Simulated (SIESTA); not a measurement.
W:

```xyz
8
Lattice="5.0830 0.0000 0.0000 0.0000 5.0830 0.0000 0.0000 0.0000 5.0830" Properties=species:S:1:pos:R:3 pbc="T T T"
W     2.5415    1.2708    0.0000
W     2.5415    3.8123    0.0000
W     3.8123    0.0000    2.5415
W     1.2708    0.0000    2.5415
W     0.0000    2.5415    3.8123
W     0.0000    2.5415    1.2708
W     2.5415    2.5415    2.5415
W     0.0000    0.0000    0.0000
```

This isn't the form of W at room conditions, which is bcc.

| Property | Result |
| --- | --- |
| Program | SIESTA 5.4.2 |
| Task | single point |
| Functional | PBEsol |
| Potentials or basis | PseudoDojo 0.4 standard (PBEsol files) |
| Basis | DZP (energy shift 0.003 Ry; two zetas on semicore shells) |
| Grid cutoff | 800 Ry |
| Energy shift | 0.003 Ry |
| k mesh | 5 × 5 × 5 |
| Occupations | fermi-dirac, width 0.05 eV |
| Spin | no spin polarisation |

On this cell: pressure -5.4 GPa; largest force zero by symmetry; band gap on the k mesh none (metal or under the smearing width).

The same run follows on a disturbed copy (atoms moved at random, drawn with an rms of 0.05 Å):

```xyz
8
Lattice="5.0830 0.0000 0.0000 0.0000 5.0830 0.0000 0.0000 0.0000 5.0830" Properties=species:S:1:pos:R:3 pbc="T T T"
W     2.5174    1.2789    0.0255
W     2.5730    3.8175   -0.0490
W     3.8607   -0.0233    2.5454
W     1.2543   -0.0176    2.5471
W    -0.0123    2.5348    3.8414
W     0.0148    2.5374    1.2473
W     2.5509    2.5312    2.5547
W     0.0225    0.0272    0.0337
```

Problem. What changes?

Solution. The energy (extrapolated to zero smearing) moves by +17.3 meV/atom; pressure -4.8 GPa; largest force 1.446 eV/Å; band gap on the k mesh none (metal or under the smearing width).

Forces in eV/Å, atoms in the order of the input:
```
W    0.488 -0.102 -0.168
W   -0.230  0.061  0.756
W   -1.418  0.270  0.093
W    1.373  0.128  0.114
W    0.273  0.113 -1.104
W   -0.090  0.191  1.199
W   -0.079 -0.032 -0.326
W   -0.319 -0.625 -0.565
```

Stress tensor (GPa, compression positive):
```
-4.81 -0.02  0.03
-0.02 -5.01 -0.05
 0.03 -0.05 -4.61
```

Caveats: short orbitals over semicore shells can move pressures by several GPa; the basis of atomic orbitals isn't converged, which shifts pressures, moduli and gaps.
